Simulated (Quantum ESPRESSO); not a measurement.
## Y7Sc: single point with optB86b-vdW

Crystal: Y7Sc.

```xyz
8
Lattice="0.0000 4.3528 4.3528 4.3528 0.0000 4.3528 4.3528 4.3528 0.0000" Properties=species:S:1:pos:R:3 pbc="T T T"
Y     4.3528    4.3528    4.3528
Y     2.1764    0.0000    2.1764
Y     0.0000    2.1764    2.1764
Y     4.3528    2.1764    2.1764
Y     2.1764    4.3528    2.1764
Y     2.1764    2.1764    0.0000
Y     2.1764    2.1764    4.3528
Sc    0.0000    0.0000    0.0000
```

The cell was built by a generator and needn't be a form met in nature.

| Item | Value |
| --- | --- |
| Program | Quantum ESPRESSO 7.5 |
| Task | single point |
| Functional | optB86b-vdW |
| Potentials or basis | GBRV 1.5 PBE |
| Cutoff | 612 eV |
| Density cutoff | 4898 eV |
| k mesh | 6 × 6 × 6 |
| Occupations | cold, width 0.1 eV |
| Spin | no spin polarisation |

| Property | Result |
| --- | --- |
| Pressure | 29.3 GPa |
| Band gap on the k mesh | none (metal or under the smearing width) |

Levels at points of the mesh, in eV from the Fermi level:
```csv
k point,band 39,band 40,band 41,band 42,band 43,band 44,band 45,band 46,band 47,band 48
"(0.00, 0.00, 0.00)",-2.40,-2.40,-1.83,-1.83,-1.83,1.70,1.70,1.78,1.78,1.78
"(0.00, 0.00, -0.50)",-1.35,-1.35,-0.71,-0.41,-0.41,-0.32,-0.17,-0.17,1.00,1.02
"(0.00, -0.50, -0.50)",-0.86,-0.56,-0.39,-0.27,0.29,0.34,0.34,0.50,0.54,0.63
```

Wall time 4.1 min on 1 thread of Intel(R) Xeon(R) Platinum 8488C (Sapphire Rapids), on a shared host, peak memory 0.58 GiB.

Caveat: the potentials were made for another functional, which shifts forces and pressure; a pressure of tens of GPa on the cell as given is suspect, and the run, the potentials or the cell itself is likely at fault.
